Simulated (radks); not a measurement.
# La³⁺ in [Xe]: an all-electron calculation

The task here is to estimate one member of a computed series from the others.

The numbers are computed with radks (a radial shooting solver on a logarithmic mesh, Libxc functionals) version 1 (scalar-relativistic Kohn-Sham, r2SCAN, spin-polarised, spherical densities, finite nucleus), except any that are marked as measured or tabulated.

### What is computed

* element: lanthanum (Z = 57)
* charge: +3
* electrons: 54
* configuration: [Xe]
* nuclear rms radius: 4.855 fm

Outer shells as boxes (Hund's rule):

La³⁺
```
[Kr] core
4d [↑↓][↑↓][↑↓][↑↓][↑↓]
5s [↑↓]
5p [↑↓][↑↓][↑↓]
```

The first run:

The run's settings:

```text
Z 57
configuration [Xe] 6s0 4f0 5d0 6p0
relativity scalar-relativistic
functional r2scan,r2scan
spin polarised
nucleus finite rms 4.855 fm
c 137.035999084
```

One of the session's tables, all rows but one given; the rest of the session is left out.

It belongs to the step «Radial structure». Radial moments (bohr):

| level | <r> | outermost maximum (interpolated) | 90 % within | nodes |
| --- | --- | --- | --- | --- |
| 1s | 0.02507 | 0.0161 | 0.0452 | 0 |
| 2s | 0.1074 | 0.0909 | 0.166 | 1 |
| 2p | 0.09426 | 0.0731 | 0.153 | 0 |
| 3s | 0.2846 | 0.260 | 0.418 | 2 |
| 3p | 0.2828 | 0.255 | 0.424 | 1 |
| 3d | 0.2599 | 0.210 | 0.406 | 0 |
| 4s | 0.6545 | 0.608 | 0.939 | 3 |
| 4p | 0.6930 | 0.635 | 1.01 | 2 |
| 4d | 0.7675 | 0.671 | 1.15 | 1 |
| 5s | 1.549 | 1.41 | 2.22 | 4 |
| 5p | 1.755 | 1.57 | 2.53 | 3 |
| 4f | 1.112 | 0.740 | 1.90 | 0 |
| 5d | 2.324 | 2.01 | 3.44 | 2 |
| 6s | ? | ? | ? | ? |

Q: Estimate the row for 6s from the others.

As computed: <r>: 3.492; outermost maximum (interpolated): 3.21; 90 % within: 5.00; nodes: 5. In the column «<r>» it is the highest.
